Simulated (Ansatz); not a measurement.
# C₂H₆BNO: up Jacob's ladder to CCSD(T)

The task here is to estimate one member of a computed series from the others.

Program: Ansatz 0.2.0, Gaussian basis. Level of theory: functionals in def2-TZVPP, the program's frozen cores in correlated methods. These are calculated values, not measurements.

Plan: LDA (SPW92), PBE-D4, revPBE-D4, BLYP-D4, r2SCAN-D4, B97M-V, PBE0-D4, B3LYP-D4, r2SCANh-D4, r2SCAN0-D4, HSE06-D4, BHLYP-D4, CAM-B3LYP-D4, LC-ωPBE, ωB97X-V, ωB97M-V, B2PLYP, PBE-QIDH; CCSD(T)/def2-SVP; CCSD(T)/def2-TZVPP; MP2/def2-QZVPP; extrapolation to the limit; RPA on PBE.

## The relaxed structure

The geometry comes from an earlier relaxation with PBE0-D4 in a triple-zeta def2 set; it is a stationary point, not always the lowest conformer.

SMILES `NB1CCO1`, 11 atoms, charge 0, spin multiplicity 1.

Atoms are counted from 1 here; the program's logs count them from 0.

Bond lengths: N1–B2 1.394 Å, N1–H6 1.003 Å, N1–H7 1.005 Å, B2–C3 1.584 Å, B2–O5 1.385 Å, C3–C4 1.535 Å, C3–H8 1.090 Å, C3–H9 1.090 Å, C4–O5 1.450 Å, C4–H10 1.093 Å, C4–H11 1.093 Å. Angles: B2–N1–H6 122.9°, B2–N1–H7 122.5°, H6–N1–H7 114.6°, N1–B2–C3 138.4°, N1–B2–O5 126.3°, C3–B2–O5 95.3°, B2–C3–C4 79.9°, B2–C3–H8 117.6°, B2–C3–H9 117.7°, C4–C3–H8 114.9°, C4–C3–H9 115.0°, H8–C3–H9 109.3°, C3–C4–O5 94.9°, C3–C4–H10 115.4°, C3–C4–H11 115.5°, O5–C4–H10 110.3°, O5–C4–H11 110.3°, H10–C4–H11 109.6° and more.

The first run:

in.yaml reads:

```yaml
crystal:
  periodic: [false, false, false]
  atoms:
    - {symbol: N, position_ang: [-1.349871, 1.460195, 0.055871]}
    - {symbol: B, position_ang: [-0.352463, 0.497756, -0.091856]}
    - {symbol: C, position_ang: [0.133337, -0.825859, 0.630769]}
    - {symbol: C, position_ang: [1.159145, -0.749740, -0.509229]}
    - {symbol: O, position_ang: [0.618540, 0.468628, -1.079575]}
    - {symbol: H, position_ang: [-2.029694, 1.432174, 0.792682]}
    - {symbol: H, position_ang: [-1.444225, 2.240609, -0.571024]}
    - {symbol: H, position_ang: [-0.528523, -1.691228, 0.596214]}
    - {symbol: H, position_ang: [0.550789, -0.731395, 1.633165]}
    - {symbol: H, position_ang: [2.195337, -0.595503, -0.198563]}
    - {symbol: H, position_ang: [1.112930, -1.562640, -1.237955]}
basis:
  gaussian: {orbitals: def2-TZVPP}
hamiltonian: {xc: lda}
output: {orbitals: {seedname: orbitals}}
```

Steps of the session up to this table: LDA; PBE-D4 (GGA); revPBE-D4 (GGA); BLYP-D4 (GGA); r2SCAN-D4 (meta-GGA); B97M-V (meta-GGA); PBE0-D4 (hybrid); B3LYP-D4 (hybrid); r2SCANh-D4 (hybrid); r2SCAN0-D4 (hybrid); HSE06-D4 (hybrid); BHLYP-D4 (hybrid); CAM-B3LYP-D4 (range-separated); LC-ωPBE (range-separated); ωB97X-V (range-separated); ωB97M-V (range-separated); B2PLYP (double hybrid); PBE-QIDH (double hybrid).

One table of the session follows, with a row left open; its other results are not shown here.

It belongs to the step «Orbital energies across the functionals». 

```
  functional  HOMO (eV)  LUMO (eV)  gap (eV)
 LDA (SPW92)      -6.21       0.16      6.37
      PBE-D4      -6.05       0.24      6.29
   revPBE-D4      -6.00       0.27      6.27
     BLYP-D4      -5.95       0.19      6.13
   r2SCAN-D4          ?          ?         ?
      B97M-V      -6.44       0.43      6.87
     PBE0-D4      -7.52       1.00      8.52
    B3LYP-D4      -7.27       0.65      7.92
  r2SCANh-D4      -6.90       1.24      8.14
  r2SCAN0-D4      -7.73       1.53      9.26
    HSE06-D4      -7.11       0.65      7.76
    BHLYP-D4      -8.91       1.51     10.42
CAM-B3LYP-D4      -8.95       1.68     10.63
     LC-ωPBE     -10.32       2.94     13.26
     ωB97X-V      -9.96       2.75     12.71
     ωB97M-V      -9.88       2.22     12.10
```

Q: Estimate the row for r2SCAN-D4 from the others.

Worked estimate for «HOMO (eV)». Against the share of exact exchange, r2SCANh-D4 (0.1, -6.90), r2SCAN0-D4 (0.25, -7.73) give a slope of -5.53 per unit share; at 0 the line stands at -6.35.

**Answer.** HOMO (eV): -6.35; LUMO (eV): 1.04; gap (eV): 7.39. In «HOMO (eV)» the line misses by 0.00.
